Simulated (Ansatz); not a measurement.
**Re: a single-point run**

Wanted: a converged single-point run for Re, and a check of what comes out.

Method: DFT, r2SCAN, PAW with Ansatz's default frozen-core files, scalar-relativistic; levels and slopes on a fine mesh, independent-particle optical spectra, in Ansatz 0.2.0.

**1. The structure to begin with**

The structure is cubic, space group Fm-3m (No. 225). The conventional cell has a = 3.893 Å, b = 3.893 Å, c = 3.893 Å, α = 90.00°, β = 90.00°, γ = 90.00°. Re (site symmetry m-3m) has 12 Re at 2.75 Å as nearest neighbours.

As a file:

```
CELL_PARAMETERS angstrom
0.00000 1.94660 1.94660
1.94660 0.00000 1.94660
1.94660 1.94660 0.00000
ATOMIC_POSITIONS crystal
Re 0.00000 0.00000 0.00000
```

**2. The calculation**

Contents of input.yaml:

```yaml
crystal:
  lattice:
    - [0.0, 1.94659956141, 1.94659956141]
    - [1.94659956141, 0.0, 1.94659956141]
    - [1.94659956141, 1.94659956141, 0.0]
  atoms:
    - { symbol: Re, position: [0.0, 0.0, 0.0] }
kpoints:
  mp_grid: { grid: [14, 14, 14] }
scf:
  max_iter: 75
hamiltonian:
  xc: r2scan
  pseudopotentials: { kind: paw }
output:
  forces: true
  stress: true
  eigenvalues: true
  eigenstates:
    nscf_kmesh: { grid: [24, 24, 24] }
    de_dk: true
    e_range: [-14, 14]
  optics:
    e_range: [0, 20]
    de: 0.2
    sigma: 0.25
    bands: { spectra_wanted_up_to: 20 }
    nscf_kmesh: { grid: [24, 24, 24] }
    drude_damping: 0.05
checkpoint:
  write: ck
  write_wavefunctions: false
```

On the command line:

```bash
$ ansatz run input.yaml --threads 2 --pin off --max-ram 6144MiB --backend cpu --events-out ev --progress --plain --runs-dir out
```

What happens when this is run?

The run ended at the input check. Its message: «`scf.occupations.method` is required: fixed only where the cell keeps a band gap throughout the run, explicit beside scf.occupations.values (under evaluate: without them) ...»

In the input, scf.occupations.method is missing; scf.occupations.width is missing. A required setting is missing, and the program won't guess it.

Fix: set scf.occupations.method to fermi_dirac and scf.occupations.width to 0.08.
